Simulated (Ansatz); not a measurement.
# C3H5ClSi: the cost of one run

All numbers below are computed with Ansatz 0.2.0 (RKS PBE-D4/STO-3G).

## Step 1: The starting structure

Bond lengths: Si1–C2 1.667 Å, C2–C3 1.274 Å, C3–Cl4 1.649 Å, C2–C5 1.455 Å, C3–C5 1.419 Å, Si1–H6 1.543 Å, Si1–H7 1.497 Å, Si1–H8 1.422 Å, C5–H9 1.087 Å, C5–H10 1.105 Å. Angles (14 of 18 angles, heavy atoms first): Si1–C2–C3 153.3°, Si1–C2–C5 144.4°, C3–C2–C5 62.3°, C2–C3–Cl4 156.4°, C2–C3–C5 65.1°, Cl4–C3–C5 138.4°, C2–C5–C3 52.6°, C2–Si1–H6 110.4°, C2–Si1–H7 111.5°, C2–Si1–H8 114.0°, C2–C5–H9 118.9°, C2–C5–H10 117.2°, C3–C5–H9 121.8°, C3–C5–H10 118.6°.

As a file:

```xyz
10

Si   -1.4795   -0.4968    0.1559
C     0.0783    0.0216   -0.1309
C     1.0485    0.3428   -0.8913
Cl    1.8253    0.5988   -2.3235
C     1.3471    0.3594    0.4962
H    -2.2575    0.5620    0.9649
H    -2.2605   -0.6190   -1.1158
H    -1.5573   -1.7249    0.8688
H     1.9279   -0.4296    0.9660
H     1.4107    1.3347    1.0126
```

## Step 2: Preparing the start

input.yaml reads:

```yaml
crystal:
  periodic: [false, false, false]
  atoms:
    - { symbol: Si, position_ang: [-1.4795, -0.4968, 0.1559] }
    - { symbol: C, position_ang: [0.0783, 0.0216, -0.1309] }
    - { symbol: C, position_ang: [1.0485, 0.3428, -0.8913] }
    - { symbol: Cl, position_ang: [1.8253, 0.5988, -2.3235] }
    - { symbol: C, position_ang: [1.3471, 0.3594, 0.4962] }
    - { symbol: H, position_ang: [-2.2575, 0.562, 0.9649] }
    - { symbol: H, position_ang: [-2.2605, -0.619, -1.1158] }
    - { symbol: H, position_ang: [-1.5573, -1.7249, 0.8688] }
    - { symbol: H, position_ang: [1.9279, -0.4296, 0.966] }
    - { symbol: H, position_ang: [1.4107, 1.3347, 1.0126] }
basis:
  gaussian: { orbitals: STO-3G }
hamiltonian:
  xc: pbe
  dispersion: d4
relax:
  f_tol: 0.02
  max_steps: 40
scf:
  lower_state_search: "off"
```

Command:

```
$ ansatz run input.yaml --threads 1 --pin off --max-ram 2048MiB --backend cpu --events-out ev --progress --plain --runs-dir out
```

What time and memory should one allow on 1 thread of Intel Xeon 6975P-C (Granite Rapids), shared host?

About 8.4 s, with a peak of 0.13 GiB.
